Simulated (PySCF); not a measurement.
# [EuOCl]−: other functionals and bases at one geometry

The task here is to estimate one member of a computed series from the others.

Method: several levels, as the steps say, no spin–orbit coupling; program: PySCF 2.14.0.

1 further run of the same task is left out (for a known fault of the program).

## The starting structure

3 atoms, charge -1, spin multiplicity 1.

Bond lengths: Eu1–O2 2.006 Å, Eu1–Cl3 2.817 Å. Angles: O2–Eu1–Cl3 130.1°.

As a file:

```xyz
3
charge -1, multiplicity 1
Eu    0.28860    0.00000   -0.28925
O     2.10656    0.00000    0.55955
Cl   -2.26740    0.00000    0.89524
```

Formal oxidation states: Eu +2. Each metal's 7 4f electrons lie in its core potential, so multiplicities, spins and levels count the valence alone. An earlier session relaxed this geometry at PBE0, Eu lcecp-0-SVP with ECP53, O def2-SVP, Cl def2-SVP (singlet, point group Cs).

At PBE0 on the finer grid: E = -564.446907 Eh, frontier levels not given, since the 4f levels lie in the core, Mulliken charge on Eu1 +0.20 e, largest force component 0.015 eV/Å. 

Levels to run: M06-L; TPSSh; PBE0, TZVP. Hardware: 2 threads of Intel Xeon Platinum 8375C at 2.90GHz (Ice Lake), shared host.

Set-up of the first run:

The input, run.py (the lines that set the calculation):

```python
mol = gto.M(atom='''
Eu     0.28860     0.00000    -0.28925
O      2.10656     0.00000     0.55955
Cl    -2.26740     0.00000     0.89524''',
    basis={'Eu': 'lcecp-0-SVP', 'O': 'def2-SVP', 'Cl': 'def2-SVP'},
    ecp={'Eu': 'lcecp-0-SVP'},
    charge=-1, spin=0)
mf = dft.RKS(mol, xc='M06L')
mf.grids.atom_grid = (75, 302)  # f atoms: unpruned, at least (60, 302)
mf = mf.density_fit()  # fitting sets: Eu AutoAux, O def2-universal-JKFIT, Cl def2-universal-JKFIT
mf.conv_tol = 1e-08; mf.max_cycle = 55
mf.kernel(dm0)  # dm0: the density of the relaxed state
```

Command:

```sh
> OMP_NUM_THREADS=2 python run.py
```

Steps of the session up to this table: M06-L; TPSSh; PBE0, TZVP.

One table of the session follows, with a row left open; its other results are not shown here.

```
              level  charge on Eu1 (e)  dipole (D)  largest force component (eV/Å)
PBE0 (relaxed here)               0.20        7.31                            0.02
              M06-L               0.29        6.67                            0.48
              TPSSh               0.18        7.10                            0.37
         PBE0, TZVP                  ?           ?                               ?
```

**Question.** Estimate the row for PBE0, TZVP.

The run gave: charge on Eu1 (e): 0.62; dipole (D): 7.86; largest force component (eV/Å): 0.57. In the column «charge on Eu1 (e)» it is the highest.

The dipole of a charged species depends on the origin, so these sizes hold for this origin alone.

The largest leftover force, 0.57 eV/Å with PBE0, TZVP, stands at a geometry relaxed at another level. With 4f in the core, its levels are missing from HOMO and gap, and its count is fixed, so no charge can pass from the ligands into it. Total energies of different levels can't be compared.
